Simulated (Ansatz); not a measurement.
# Ba2PdO3: the cost of one run

Program: Ansatz 0.2.0. Level of theory: DFT PBEsol+U (U_eff = 7 eV on Pd d), plane waves, PAW. These are calculated values, not measurements.

1 further run of the same task is left out (it didn't finish).

**1. The starting structure**

Symmetry: Immm, No. 71, orthorhombic system. Conventional cell: a = 3.836 Å, b = 4.080 Å, c = 13.335 Å, α = 90.00°, β = 90.00°, γ = 90.00°. Around Ba (site symmetry mm2) lie 7 O at 2.69 to 2.80 Å. Pd (site symmetry mmm) is surrounded by 4 O at 2.03 to 2.04 Å. Around O (site symmetry mmm) lie 2 Pd at 2.04 Å and 4 Ba at 2.73 Å. Around O (site symmetry mm2) lie 1 Pd at 2.03 Å and 5 Ba at 2.69 to 2.80 Å.

Structure file:

```
CELL_PARAMETERS angstrom
-1.91810 2.04000 6.66750
1.91810 -2.04000 6.66750
1.91810 2.04000 -6.66750
ATOMIC_POSITIONS crystal
Ba 0.64610 0.64610 0.00000
Ba 0.35390 0.35390 0.00000
Pd 0.00000 0.00000 0.00000
O 0.50000 0.00000 0.50000
O 0.84810 0.84810 0.00000
O 0.15190 0.15190 0.00000
```

**2. Ferromagnetic start, free, symmetry kept, no search**

Input file input.yaml:

```yaml
crystal:
  lattice:
    - [-1.9181001, 2.04000011, 6.66750036]
    - [1.9181001, -2.04000011, 6.66750036]
    - [1.9181001, 2.04000011, -6.66750036]
  atoms:
    - { symbol: Ba, position: [0.6461, 0.6461, 0.0] }
    - { symbol: Ba, position: [0.3539, 0.3539, 0.0] }
    - { symbol: Pd, position: [0.0, 0.0, 0.0], spin: 2.0 }
    - { symbol: O, position: [0.5, 0.0, 0.5] }
    - { symbol: O, position: [0.8481, 0.8481, 0.0] }
    - { symbol: O, position: [0.1519, 0.1519, 0.0] }
basis:
  ecutwfc: 420
  ecutrho_ratio: 4
kpoints:
  mp_grid: { grid: [7, 7, 7] }
hamiltonian:
  xc: pbesol
  hubbard: { sites: [{ site: 2, l: d, u_eff: 7.0 }] }
scf:
  occupations: { method: gaussian, width: 0.05 }
  lower_state_search: "off"
  max_iter: 150
output:
  forces: true
  stress: true
  eigenvalues: true
  populations: true
  hubbard: { sites: [{ site: 2, l: d }] }
magnetization:
  spin_polarized: true
```

Started as:

```console
$ ansatz run input.yaml --threads 4 --pin off --max-ram 6144MiB --backend cpu --events-out ev --progress --plain --runs-dir out
```

**Question.** How long does this run take on 4 threads of Arm Neoverse V1, shared host, and how much memory does it need?

About 21 s, with a peak of 0.79 GiB.
